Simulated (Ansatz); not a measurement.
**B3AsN2: the band gap up the ladder of functionals**

One table from this session's results is given with a row withheld; the runs are named, their logs left out.

The runs shown are made with Ansatz 0.2.0. PAW datasets, plane waves. Simulation only: spin-unpolarised, and no claim that this is the phase found in nature.

## The cell

The cell was relaxed beforehand with r2SCAN.

The symmetry is Imm2 (No. 44, orthorhombic); a = 2.853 Å, b = 8.582 Å, c = 4.025 Å in the conventional setting, 8.21 Å³ an atom. Around N lie 4 B at 1.60–1.70 Å; around B lie 3 N at 1.60–1.70 Å and 1 As at 1.99 Å; around As lie 4 B at 1.93–1.99 Å; around B lie 2 N at 1.64 Å and 2 As at 1.93 Å.

Structure file:

```
CELL_PARAMETERS angstrom
-1.42673 4.29108 2.01228
1.42673 -4.29108 2.01228
1.42673 4.29108 -2.01228
ATOMIC_POSITIONS crystal
N 0.31975 0.99354 0.32621
B 0.52857 0.72001 0.80856
N 0.66733 0.99354 0.67379
B 0.91145 0.72001 0.19144
As 0.00045 0.00045 0.00000
B 0.32246 0.82246 0.50000
```

Set-up of the first run:

Contents of input.yaml:

```yaml
crystal:
  lattice:
    - [-1.4267281028, 4.2910814663, 2.0122831151]
    - [1.4267281028, -4.2910814663, 2.0122831151]
    - [1.4267281028, 4.2910814663, -2.0122831151]
  atoms:
    - { symbol: "N", position: [0.3197489803, -0.006462568, 0.3262115482] }
    - { symbol: B, position: [0.5285689042, 0.7200094736, 0.8085594306] }
    - { symbol: "N", position: [0.6673258838, -0.006462568, 0.6737884518] }
    - { symbol: B, position: [0.9114500431, 0.7200094736, 0.1914405694] }
    - { symbol: As, position: [0.0004484697, 0.0004484697, 0.0] }
    - { symbol: B, position: [0.3224577191, 0.8224577191, 0.5] }
kpoints:
  mp_grid: { grid: [10, 10, 10] }
  band_path:
    path:
      - [[0.0, 0.0, 0.0], [0.5, -0.5, 0.5], [0.2776368741468, -0.2776368741468, 0.7223631258532]]
      - [[-0.2776368741468, 0.2776368741468, 0.2776368741468], [0.0, 0.0, 0.0], [0.3049774579993, 0.3049774579993, -0.3049774579993]]
      - [[0.6950225420007, -0.3049774579993, 0.3049774579993], [0.5, -0.5, 0.5]]
      - [[0.0, 0.0, 0.0], [-1.78341957137e-17, 0.5, 1.78341957137e-17], [0.25, 0.25, 0.25], [0.5, -1.78341957137e-17, -1.750530074701e-17], [0.0, 0.0, 0.0], [-1.201180243659e-17, 1.201180243659e-17, 0.5], [0.25, 0.25, 0.25]]
    npoints: 10
hamiltonian:
  xc: pbe
scf:
  occupations: { method: fermi_dirac, width: 0.02 }
  n_extra_bands: 5
output:
  forces: true
  stress: true
  eigenvalues: true
```

On the command line:

```bash
ansatz run input.yaml --threads 4 --pin off --max-ram 6451MiB --backend cpu --events-out ev --progress --plain --runs-dir out
```

Steps of the session up to this table: PBE bands along the symmetry lines; Single point with r2SCAN; HSE06 at the same geometry; PBE+SOC at the same geometry; PBE0.

One table of the session follows, with a row left open; its other results are not shown here.

```
  level  gap (eV)
    PBE      0.15
 r2SCAN      0.39
  HSE06      0.93
PBE+SOC      0.15
   PBE0         ?
```

Q: Estimate the row for PBE0 from the others.

As computed: gap (eV): 1.65. In the column «gap (eV)» it is the highest.

Meshes: PBE 10×10×10, r2SCAN 10×10×10, HSE06 6×6×6, PBE+SOC 10×10×10, PBE0 6×6×6

In words: The gap runs from 0.15 eV (PBE) to 1.65 eV (PBE0). PBE reaches 16 % of the HSE06 value, and r2SCAN 42 %. PBE0 lies 0.72 eV above HSE06, which differs from it by screening the long-range exchange.

Limits of these values: Warnings in the runs' records: stress exchange threshold loose, stress scf threshold loose.
